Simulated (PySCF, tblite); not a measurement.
**BBrH₂O₂, a small molecule taken as a stand-in for a surface group (boron hydroxide): NMR shifts, core binding energies and electronic excitations**

What NMR shifts, core binding energies and electronic excitations should one expect for `OB(O)Br`?

Programs: tblite 0.8.0 and PySCF 2.14.0. All values are calculated, for the isolated system unless a continuum is named. Atoms count from 0, parts from 1.

### 1 Starting point

6 atoms, charge 0, multiplicity 1; geometry: distance geometry start.

### 2 Geometry optimisation with GFN2-xTB

Job settings and geometry (Å):

```
{"job": {"kind": "relax", "xc": "GFN2-xTB", "basis": "xTB"}, "charge": 0, "multiplicity": 1}
O      0.616925    -1.307344    -0.520371
B      0.286303     0.144830    -0.723832
O     -0.729196     0.748064     0.185437
Br     1.851571     1.350444    -1.235252
H      1.436661    -1.629850    -0.188673
H     -0.624669     0.840915     1.161578
```

Level: GFN2-xTB geometry optimisation, gas phase.

Launch:

```
$ OMP_NUM_THREADS=1 python cluster_run.py task.json out
```

The driver reads the jobs from task.json and runs them one after another.

The log of the run:

```text
step      E/eV     max force
  0    -395.21487    4.546
  1    -395.80735    3.232
  2    -396.25697    3.648
  3    -396.41274    1.318
  4    -396.48248    0.872
  5    -396.54869    0.910
  6    -396.57901    0.741
  7    -396.64861    2.226
  8    -396.69931    1.901
  9    -396.88747    1.565
 10    -396.95625    0.870
 11    -397.01257    1.355
 12    -397.08508    0.586
 13    -397.12251    0.957
 14    -397.13624    0.448
 15    -397.14756    0.328
 16    -397.15641    0.412
 17    -397.16185    0.271
 18    -397.16785    0.229
 19    -397.17385    0.357
 20    -397.17830    0.223
 21    -397.18142    0.141
 22    -397.18264    0.105
 23    -397.18307    0.076
 24    -397.18328    0.047
 25    -397.18336    0.037
 26    -397.18351    0.036
 27    -397.18363    0.041
 28    -397.18374    0.039
 29    -397.18382    0.028
 30    -397.18387    0.028
 31    -397.18391    0.018
 32    -397.18392    0.009
 33    -397.18393    0.007
```

Run time: 0.51 s. Hardware: 1 thread of Arm Neoverse N1, shared host.

Along the way: (not every step is listed)

```
step  energy from step 0 (eV)  largest force (eV/Å)
   0                   0.0000                4.5455
   1                  -0.5925                3.2322
   2                  -1.0421                3.6482
   3                  -1.1979                1.3186
   4                  -1.2676                0.8726
   5                  -1.3338                0.9094
   6                  -1.3641                0.7411
   7                  -1.4337                2.2264
   8                  -1.4844                1.9006
  10                  -1.7414                0.8699
  12                  -1.8702                0.5867
  14                  -1.9214                0.4479
  16                  -1.9415                0.4121
  18                  -1.9530                0.2287
  20                  -1.9634                0.2228
  22                  -1.9678                0.1051
  24                  -1.9684                0.0477
  26                  -1.9686                0.0356
  28                  -1.9689                0.0388
  29                  -1.9690                0.0277
  30                  -1.9690                0.0281
  31                  -1.9690                0.0181
  32                  -1.9690                0.0088
  33                  -1.9691                0.0064
```

Distances of close pairs at the start and the end, largest changes first:

```
  bond  before (Å)  after (Å)  change (Å)
 O0–B1       1.503      1.341      -0.162
 B1–O2       1.491      1.334      -0.156
B1–Br3       2.041      1.902      -0.138
 O2–H5       0.986      0.957      -0.029
 O0–H4       0.941      0.957      +0.016
```

### 3 Geometry optimisation at PBE0-D3(BJ)/def2-SVP

Job settings and geometry (Å):

```
{"job": {"xc": "PBE0", "basis": "def2-SVP", "d3": "d3bj", "grid": 2, "kind": "geom", "shake": 0.01}, "charge": 0, "multiplicity": 1}
O      0.181990    -1.152975     0.099541
B      0.065348     0.192969    -0.095481
O     -0.897583     0.931158     0.480429
Br     1.327110     1.137032    -1.212741
H      0.852935    -1.630515    -0.348337
H     -1.508758     0.490326     1.053499
```

The log of the run:

```text
step   0  E = -2749.87413207  max force = 0.027733
step   1  E = -2749.87645886  max force = 0.005405
step   2  E = -2749.87645683  max force = 0.003365
step   3  E = -2749.87652048  max force = 0.000738
step   4  E = -2749.87652257  max force = 0.000258
optimisation converged
```

Run time: 24 s. Hardware: 1 thread of Arm Neoverse N1, shared host; peak memory 0.42 GiB.

Step by step:

```
step  energy from step 0 (eV)  largest force component (eV/Å)
   0                   0.0000                          1.4261
   1                  -0.0633                          0.2779
   2                  -0.0633                          0.1730
   3                  -0.0650                          0.0379
   4                  -0.0650                          0.0133
```

Distances of close pairs at the start and the end, largest changes first:

```
  bond  before (Å)  after (Å)  change (Å)
 O0–H4       0.937      0.962      +0.025
 O2–H5       0.947      0.965      +0.018
 O0–B1       1.365      1.353      -0.012
B1–Br3       1.932      1.937      +0.005
 B1–O2       1.343      1.345      +0.002
```

The end geometry stands in the next job.

```
                         at the end point                 value
  point group (found at 0.08 Å tolerance)                    Cs
rotational constants (GHz, main isotopes)  10.257, 2.870, 2.243
                        dipole moment (D)                  2.21
```

### 4 NMR shieldings: PBE0/pcSseg-2

Job settings and geometry (Å):

```
{"job": {"kind": "nmr", "xc": "PBE0", "basis": "pcSseg-2"}, "charge": 0, "multiplicity": 1}
O      0.197751    -1.061310     0.017905
B      0.120549     0.272402    -0.193929
O     -0.838435     1.021005     0.379146
Br     1.395950     1.167429    -1.344911
H      0.925748    -1.482192    -0.449422
H     -1.422651     0.487033     0.930725
```

Level: GIAO PBE0/pcSseg-2 NMR shielding, non-relativistic, gas phase.

The log of the run:

```text
coarse grid: 27816 points
cycle   1  E = -2750.2971118141  dE = -6.987e-01  |g| = 1.263e+00  |ddm| = 1.805e+00
cycle   2  E = -2750.1463898270  dE =  1.507e-01  |g| = 1.398e+00  |ddm| = 8.852e-01
cycle   3  E = -2750.4272378801  dE = -2.808e-01  |g| = 2.662e-01  |ddm| = 6.391e-01
cycle   4  E = -2750.4393128710  dE = -1.207e-02  |g| = 4.044e-02  |ddm| = 1.231e-01
cycle   5  E = -2750.4394084766  dE = -9.561e-05  |g| = 6.442e-03  |ddm| = 1.274e-02
cycle   6  E = -2750.4394143120  dE = -5.835e-06  |g| = 1.990e-03  |ddm| = 5.129e-03
final grid: 57448 points
cycle   7  E = -2750.4394137215  dE =  4.166e-07  |g| = 2.520e-03  |ddm| = 2.611e-03
cycle   8  E = -2750.4394124820  dE =  1.240e-06  |g| = 3.611e-03  |ddm| = 3.046e-03
cycle   9  E = -2750.4394149708  dE = -2.489e-06  |g| = 3.987e-04  |ddm| = 1.722e-03
cycle  10  E = -2750.4394149975  dE = -2.672e-08  |g| = 3.183e-05  |ddm| = 2.031e-04
cycle  11  E = -2750.4394149978  dE = -2.492e-10  |g| = 1.475e-05  |ddm| = 3.679e-05
converged SCF energy = -2750.4394149978

GIAO shielding tensors (ppm)
atom      isotropic    diamagn.    paramagn.     s11        s22        s33       span
  0 O      185.265     388.462    -203.198     76.201    220.009    259.584    183.383
  1 B       70.410     192.849    -122.438     62.831     71.481     76.919     14.088
  2 O      210.249     385.803    -175.554    111.190    257.983    261.575    150.384
  3 Br    2548.440    3124.379    -575.940   2268.115   2435.343   2941.862    673.747
  4 H       27.013      30.759      -3.746     20.104     26.065     34.871     14.767
  5 H       27.260      30.875      -3.615     20.902     22.649     38.229     17.327
```

Wall time 31 s (1 thread of Arm Neoverse N1, shared host); peak memory 0.8 GiB.

Shifts follow as δ = σ(reference) − σ, with reference shieldings (ppm) from runs at the same level and on the same kind of geometry: $^{1}$H TMS 31.25, $^{17}$O H2O 328.2, $^{11}$B BF3·OEt2 99.1, $^{79}$Br HBr 2592. The references are single molecules in the gas phase, so shifts against H2O, NH3, PH3, H3PO4 or CFCl3 are not on the usual liquid scales and can be off by tens of ppm.

```
atoms                        environment  σ (ppm)  δ (ppm)
   H4  hydrogen on an oxygen bonded to B    27.01     4.23
   H5  hydrogen on an oxygen bonded to B    27.26     3.98
   O0              oxygen bonded to B, H    185.3    142.9
   O2              oxygen bonded to B, H    210.2    117.9
   B1            boron bonded to Br, 2 O     70.4     28.7
  Br3                bromine bonded to B     2548       44
```

The run also stored atomic charges by several schemes (e):

```
atoms  Mulliken    IAO  Hirshfeld  ESP fit
   O0     -0.41  -0.57      -0.26    -0.54
   B1      0.60   0.44       0.24     0.46
   O2     -0.39  -0.55      -0.25    -0.58
  Br3     -0.26  -0.10      -0.09    -0.16
```

Mayer bond orders: O0–B1 1.20, B1–O2 1.24, B1–Br3 1.10.

Orbitals, density, ELF and potential are computed afterwards from the orbital file.

Frontier orbitals at PBE0/pcSseg-2, with the share of their density that lies nearest to each atom:

```
orbital  energy (eV)                                   lies on
   HOMO        -8.47                                  Br3 90 %
   LUMO         0.21  H4, H5 about 31 % each; O0 13 %; O2 10 %
```

ELF in a plane through or near 6 of the atoms.

Values, 10 rows by 14 columns:
```
0.00 0.00 0.00 0.00 0.00 0.00 0.00 0.00 0.01 0.00 0.00 0.00 0.00 0.00
0.00 0.00 0.00 0.00 0.00 0.00 0.05 0.41 0.56 0.40 0.14 0.01 0.00 0.00
0.00 0.00 0.00 0.00 0.00 0.00 0.22 0.84 0.83 0.67 0.69 0.27 0.02 0.00
0.00 0.00 0.01 0.35 0.71 0.46 0.06 0.72 0.34 0.63 0.79 0.71 0.16 0.00
0.00 0.00 0.02 0.46 0.84 0.31 0.66 0.28 0.82 0.71 0.76 0.51 0.07 0.00
0.00 0.00 0.04 0.79 0.98 0.65 0.32 0.54 0.56 0.12 0.02 0.01 0.00 0.00
0.00 0.00 0.01 0.41 0.59 0.02 0.41 0.42 0.50 0.99 0.81 0.01 0.00 0.00
0.00 0.00 0.00 0.00 0.00 0.02 0.50 0.80 0.56 0.31 0.13 0.00 0.00 0.00
0.00 0.00 0.00 0.00 0.00 0.00 0.01 0.03 0.01 0.00 0.00 0.00 0.00 0.00
0.00 0.00 0.00 0.00 0.00 0.00 0.00 0.00 0.00 0.00 0.00 0.00 0.00 0.00
```
The map spans 8.9 Å across and 8.7 Å up, centred on the molecule. Atoms in the plane (x, y in Å): O0 (0.5, -1.0), B1 (0.0, 0.2), O2 (-1.3, 0.5), Br3 (1.2, 1.7), H4 (1.4, -1.1), H5 (-1.8, -0.3).

On the surface of density 0.002 e/bohr³ the electrostatic potential runs, from the 1st to the 99th percentile, from -1.12 V near O2 to 2.82 V near H4.

### 5 X-ray photoelectron lines: SCAN, X2C

The job, as its differences from that of step 4:

```diff
@@ -1,2 +1,2 @@
-{"job": {"kind": "nmr", "xc": "PBE0", "basis": "pcSseg-2"}, "charge": 0, "multiplicity": 1}
+{"job": {"kind": "xps", "holes": 5}, "charge": 0, "multiplicity": 1}
 O      0.197751    -1.061310     0.017905
```

Level: delta-SCF UKS SCAN, pcX-2 on the ionised atom, pcseg-1 elsewhere, spin-free X2C.

The log of the run:

```text
ground state, core basis on atom 0 (O), 110 functions
  cycle   1  E = -2775.19803008  |g| = 9.16e-01
  cycle   2  E = -2774.91454971  |g| = 1.55e+00
  cycle   3  E = -2775.33980196  |g| = 1.15e-01
  cycle   4  E = -2775.34251364  |g| = 4.91e-02
  cycle   5  E = -2775.34289383  |g| = 2.33e-02
  cycle   6  E = -2775.34298784  |g| = 3.51e-03
  cycle   7  E = -2775.34298781  |g| = 2.50e-03
  cycle   8  E = -2775.34298929  |g| = 3.52e-04
  E(ground) = -2775.49304714 Eh
hole in O 1s of atom 0
  cycle   1  E = -2754.70306910  |g| = 2.22e+00
  cycle   2  E = -2753.56866046  |g| = 2.44e+00
  cycle   3  E = -2755.31569317  |g| = 5.94e-01
  cycle   4  E = -2755.41552269  |g| = 4.22e-01
  cycle   5  E = -2755.49820994  |g| = 1.17e-01
  cycle   6  E = -2755.50286163  |g| = 4.73e-02
  cycle   7  E = -2755.50374022  |g| = 1.61e-02
  cycle   8  E = -2755.50389024  |g| = 2.26e-03
  cycle   9  E = -2755.50389404  |g| = 6.81e-04
  cycle  10  E = -2755.50389341  |g| = 2.00e-04
  E(ion) = -2755.65365608 Eh   <S^2> = 0.7611   hole on atom = 1.000   binding energy = 539.857 eV
ground state, core basis on atom 1 (B), 110 functions
  cycle   1  E = -2775.31196429  |g| = 8.82e-02
  cycle   2  E = -2775.30984396  |g| = 1.31e-01
  cycle   3  E = -2775.31305572  |g| = 1.55e-02
  cycle   4  E = -2775.31307298  |g| = 1.11e-02
  cycle   5  E = -2775.31310012  |g| = 1.40e-03
  cycle   6  E = -2775.31309922  |g| = 4.50e-04
  E(ground) = -2775.46714081 Eh
hole in B 1s of atom 1
  cycle   1  E = -2767.61666770  |g| = 1.18e+00
  cycle   2  E = -2766.00198645  |g| = 2.00e+00
  cycle   3  E = -2767.85318745  |g| = 4.74e-01
  cycle   4  E = -2767.95807721  |g| = 3.12e-01
  cycle   5  E = -2768.00300893  |g| = 1.22e-01
  cycle   6  E = -2768.00832091  |g| = 2.22e-02
  cycle   7  E = -2768.00829915  |g| = 2.48e-02
  cycle   8  E = -2768.00854955  |g| = 5.43e-03
  cycle   9  E = -2768.00856801  |g| = 1.69e-03
  cycle  10  E = -2768.00857292  |g| = 8.63e-04
  cycle  11  E = -2768.00857360  |g| = 2.57e-04
  E(ion) = -2768.15982162 Eh   <S^2> = 0.7808   hole on atom = 1.000   binding energy = 198.842 eV
ground state, core basis on atom 2 (O), 110 functions
  cycle   1  E = -2775.34260174  |g| = 1.00e-01
  cycle   2  E = -2775.34181294  |g| = 8.05e-02
  cycle   3  E = -2775.34237826  |g| = 5.62e-02
  cycle   4  E = -2775.34290460  |g| = 5.67e-03
  cycle   5  E = -2775.34291075  |g| = 8.61e-04
  cycle   6  E = -2775.34290791  |g| = 1.42e-04
  E(ground) = -2775.49328270 Eh
hole in O 1s of atom 2
  cycle   1  E = -2754.70891319  |g| = 2.21e+00
  cycle   2  E = -2753.69172277  |g| = 2.32e+00
  cycle   3  E = -2755.33647942  |g| = 5.71e-01
  cycle   4  E = -2755.44607873  |g| = 3.24e-01
  cycle   5  E = -2755.50141134  |g| = 9.95e-02
  cycle   6  E = -2755.50688033  |g| = 1.81e-02
  cycle   7  E = -2755.50701066  |g| = 9.50e-03
  cycle   8  E = -2755.50704452  |g| = 5.37e-03
  cycle   9  E = -2755.50705642  |g| = 8.55e-04
  cycle  10  E = -2755.50705841  |g| = 1.51e-04
  E(ion) = -2755.65726741 Eh   <S^2> = 0.7609   hole on atom = 1.000   binding energy = 539.765 eV
```

Run time: 16 s. Hardware: 1 thread of Arm Neoverse N1, shared host; peak memory 0.4 GiB.

The holes in one table. −ε is the ground-state orbital energy:

```
     hole  stands for              environment  ΔSCF (eV)  −ε (eV)   ⟨S²⟩
O1s on O0          O0    oxygen bonded to B, H     539.86    517.6  0.761
B1s on B1          B1  boron bonded to Br, 2 O     198.84    182.5  0.781
O1s on O2          O2    oxygen bonded to B, H     539.77    517.5  0.761
```

### 6 Ultraviolet spectrum: CAM-B3LYP/def2-SVPD

The job, as its differences from that of step 5:

```diff
@@ -1,2 +1,2 @@
-{"job": {"kind": "xps", "holes": 5}, "charge": 0, "multiplicity": 1}
+{"job": {"kind": "uv", "xc": "CAM-B3LYP", "basis": "def2-SVPD", "nstates": 6, "ntriplets": 2, "ip": true}, "charge": 0, "multiplicity": 1}
 O      0.197751    -1.061310     0.017905
```

With the program's defaults for keys left out, this is: TDDFT CAM-B3LYP/def2-SVPD, vertical, gas phase, core orbitals frozen in the response.

The log of the run:

```text
coarse grid: 27816 points
cycle   1  E = -2750.3203508731  dE = -5.024e-01  |g| = 8.105e-01  |ddm| = 2.970e+00
cycle   2  E = -2750.2731542761  dE =  4.720e-02  |g| = 9.900e-01  |ddm| = 1.530e+00
cycle   3  E = -2750.4463790938  dE = -1.732e-01  |g| = 4.739e-02  |ddm| = 8.127e-01
cycle   4  E = -2750.4468836936  dE = -5.046e-04  |g| = 1.536e-02  |ddm| = 8.248e-02
cycle   5  E = -2750.4469444492  dE = -6.076e-05  |g| = 7.201e-03  |ddm| = 2.742e-02
cycle   6  E = -2750.4469547867  dE = -1.034e-05  |g| = 6.989e-04  |ddm| = 9.732e-03
cycle   7  E = -2750.4469549519  dE = -1.651e-07  |g| = 2.047e-04  |ddm| = 1.318e-03
final grid: 57448 points
cycle   8  E = -2750.4469501541  dE = -1.011e-08  |g| = 1.880e-04  |ddm| = 7.763e-04
cycle   9  E = -2750.4469501513  dE =  2.779e-09  |g| = 2.351e-04  |ddm| = 3.317e-04
cycle  10  E = -2750.4469501613  dE = -9.968e-09  |g| = 2.105e-05  |ddm| = 1.766e-04
cycle  11  E = -2750.4469501614  dE = -9.641e-11  |g| = 3.958e-06  |ddm| = 2.394e-05
converged SCF energy = -2750.4469501614

Static polarisability (au): isotropic 43.726, principal 35.038 43.463 52.676

Singlet excitations
state   eV       nm        f      main configurations
  1   7.3169    169.4   0.06596   H->L 0.90
  2   7.4284    166.9   0.03645   H-1->L 0.90
  3   7.6865    161.3   0.00002   H->L+3 0.97
  4   8.0553    153.9   0.01402   H->L+1 0.40, H->L+2 0.26, H-1->L+3 0.17
  5   8.1374    152.4   0.00008   H-1->L+1 0.49, H-1->L+2 0.26
  6   8.2334    150.6   0.08918   H-1->L+3 0.74, H->L+2 0.11

Triplet excitations (Tamm-Dancoff, eV): 7.1028 7.2269
Vertical ionisation energy (delta-SCF) = 11.1771 eV
```

Wall time 39 s (1 thread of Arm Neoverse N1, shared host); peak memory 0.55 GiB.

The orbitals next to the gap, with their largest atomic shares:

```
orbital      eV                       atoms
 HOMO−3  -11.82  Br3 50 %, O0 24 %, B1 16 %
 HOMO−2  -11.61    O2 45 %, O0 41 %, B1 8 %
 HOMO−1   -9.96           Br3 83 %, B1 10 %
   HOMO   -9.83    Br3 85 %, B1 7 %, O0 5 %
   LUMO    0.27  B1 52 %, Br3 13 %, O2 10 %
 LUMO+1    1.35  Br3 30 %, O0 27 %, H4 14 %
 LUMO+2    1.57            Br3 82 %, O2 7 %
```

With each of the 6 states as a Gaussian band of 0.4 eV half-width at 1/e, the curve within the window shown has maxima at 168 nm (ε 4,100), 151 nm (ε 4,100) L/(mol cm). Beyond the last state computed it falls off for lack of states. The curve at chosen wavelengths:

nm, ε (L/mol/cm) and a bar:
```
      145       2196 ###############
      147       3178 ######################
      148       3591 ##########################
      150       4090 ##############################
      151       4143 ##############################
      153       3894 ############################
      154       3651 ##########################
      156       3123 ######################
      157       2914 ####################
      159       2735 ###################
      161       2910 ####################
      162       3103 ######################
      164       3576 #########################
      165       3800 ###########################
      167       4095 ##############################
      168       4134 ##############################
      170       3963 #############################
      172       3502 #########################
      173       3195 ######################
      175       2514 #################
      176       2169 ##############
      178       1534 #########
      179       1259 #######
      181        809 ###
      182        634 ##
      184        373
```

Further results of this job:

```
           property  computed
  dipole moment (D)      2.00
polarisability (Å³)      6.48
 HOMO–LUMO gap (eV)     10.10
      −ε(HOMO) (eV)      9.83
```

### 7 Results

| quantity | value |
| --- | --- |
| point group | Cs |
| rotational constants (main isotopes) | 10.26, 2.87, 2.24 GHz |
| $^{1}$H shifts against TMS (PBE0/pcSseg-2) | 4.23, 3.98 ppm |
| $^{17}$O shifts against H2O (PBE0/pcSseg-2) | 142.9, 117.9 ppm |
| $^{11}$B shifts against BF3·OEt2 (PBE0/pcSseg-2) | 28.7 ppm |
| $^{79}$Br shifts against HBr (PBE0/pcSseg-2) | 44 ppm |
| surface potential, 1st and 99th percentile | -1.12 V and 2.82 V |
| O1s binding energies, SCAN/pcX-2 | O0 539.86, O2 539.77 eV |
| B1s binding energies, SCAN/pcX-2 | B1 198.84 eV |
| lowest singlet (CAM-B3LYP/def2-SVPD) | 7.32 eV (169 nm), f = 0.066 |
| brightest single state of those computed | state 6, 8.23 eV, f = 0.089 |
| lowest triplet | 7.10 eV |
| vertical ionisation energy (ΔSCF) | 11.18 eV |

Over 4 steps the energy fell by 0.065 eV; of the close pairs, O0–H4 changed most, 0.937 to 0.962 Å (PBE0/def2-SVP). No frequency check was run at this level, so the end point may be a saddle. At PBE0/pcSseg-2: The widest tensor belongs to Br3: span 674 ppm, with a paramagnetic part of -576 ppm. O0 (oxygen bonded to B, H) binds its O1s electron 0.09 eV more tightly than O2 (oxygen bonded to B, H). The first singlet state (HOMO→LUMO 0.90) lies at 7.32 eV and is bright; of the 6 states computed, the strongest absorption comes from state 6 at 8.23 eV (the last computed, so partners may be missing). The lowest triplet lies 0.21 eV below the lowest singlet (triplets in Tamm-Dancoff, singlets in full TDDFT). ΔSCF puts the ionisation energy at 11.18 eV, 1.35 eV above −ε(HOMO). Spin-orbit coupling is left out, which matters for shieldings and couplings at and beside the heavy atoms.
